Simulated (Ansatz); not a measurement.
# Cl2H5NSi2: how energies converge with the basis set

An exercise on one series of results from a longer session: the logs are not shown, and one member is left open.

Program: Ansatz 0.2.0, Gaussian basis. Level of theory: one geometry, several basis sets. These are calculated values, not measurements.

The runs, in order: PBE0-D4/def2-SVP; ωB97M-V/def2-SVP; PBE0-D4/def2-QZVPP; ωB97M-V/def2-QZVPP; the functionals' def2-TZVPP values are taken from earlier runs.

**Structure used throughout**

The geometry comes from an earlier relaxation with PBE0-D4 in a triple-zeta def2 set; it is a stationary point, not always the lowest conformer.

SMILES `[SiH3]N[SiH](Cl)Cl`, 10 atoms, charge 0, spin multiplicity 1.

Atoms are counted from 1 here; the program's logs count them from 0.

Bond lengths: Si1–N2 1.736 Å, Si1–H6 1.486 Å, Si1–H7 1.483 Å, Si1–H8 1.486 Å, N2–Si3 1.697 Å, N2–H9 1.012 Å, Si3–Cl4 2.045 Å, Si3–Cl5 2.049 Å, Si3–H10 1.471 Å. Angles: N2–Si1–H6 111.5°, N2–Si1–H7 106.7°, N2–Si1–H8 110.6°, H6–Si1–H7 109.7°, H6–Si1–H8 108.1°, H7–Si1–H8 110.1°, Si1–N2–Si3 128.0°, Si1–N2–H9 116.2°, Si3–N2–H9 115.7°, N2–Si3–Cl4 110.1°, N2–Si3–Cl5 112.6°, N2–Si3–H10 109.5°, Cl4–Si3–Cl5 106.4°, Cl4–Si3–H10 110.0°, Cl5–Si3–H10 108.2°.

Geometry (Å):

```tsv
atom	x (Å)	y (Å)	z (Å)
Si1	-0.43264	1.54272	-0.20823
N2	0.59549	0.16367	0.02515
Si3	0.14494	-1.46916	0.12515
Cl4	1.44891	-2.62377	-0.94691
Cl5	0.18826	-2.18023	2.04622
H6	-0.44633	2.42174	0.99006
H7	-1.79704	1.01985	-0.46061
H8	0.02878	2.34956	-1.36735
H9	1.57358	0.35959	0.19508
H10	-1.22085	-1.63507	-0.39576
```

The first run:

in.yaml reads:

```yaml
crystal:
  periodic: [false, false, false]
  atoms:
    - {symbol: Si, position_ang: [-0.432643, 1.542715, -0.208233]}
    - {symbol: N, position_ang: [0.595494, 0.163666, 0.025153]}
    - {symbol: Si, position_ang: [0.144941, -1.469159, 0.125151]}
    - {symbol: Cl, position_ang: [1.448910, -2.623765, -0.946914]}
    - {symbol: Cl, position_ang: [0.188259, -2.180232, 2.046223]}
    - {symbol: H, position_ang: [-0.446328, 2.421739, 0.990059]}
    - {symbol: H, position_ang: [-1.797040, 1.019851, -0.460608]}
    - {symbol: H, position_ang: [0.028779, 2.349561, -1.367353]}
    - {symbol: H, position_ang: [1.573581, 0.359590, 0.195084]}
    - {symbol: H, position_ang: [-1.220850, -1.635068, -0.395762]}
basis:
  gaussian: {orbitals: def2-SVP}
hamiltonian: {xc: pbe0, dispersion: d4}
output: {orbitals: {seedname: orbitals}}
```

Steps of the session up to this table: PBE0-D4 in def2-SVP; ωB97M-V in def2-SVP; PBE0-D4 in def2-QZVPP; ωB97M-V in def2-QZVPP.

One table of the session follows, with a row left open; its other results are not shown here.

It belongs to the step «Functionals by basis». 

```
functional       basis  HOMO (eV)  LUMO (eV)
   PBE0-D4    def2-SVP      -8.05       0.44
   PBE0-D4  def2-TZVPP      -8.15      -0.07
   PBE0-D4  def2-QZVPP          ?          ?
   ωB97M-V    def2-SVP     -10.28       2.30
   ωB97M-V  def2-TZVPP     -10.43       1.55
   ωB97M-V  def2-QZVPP     -10.46       1.17
```

Q: Estimate the row for PBE0-D4, def2-QZVPP from the others.

As computed: HOMO (eV): -8.18; LUMO (eV): -0.23. In the column «HOMO (eV)» it lies between ωB97M-V, def2-SVP (-10.28) and PBE0-D4, def2-TZVPP (-8.15).
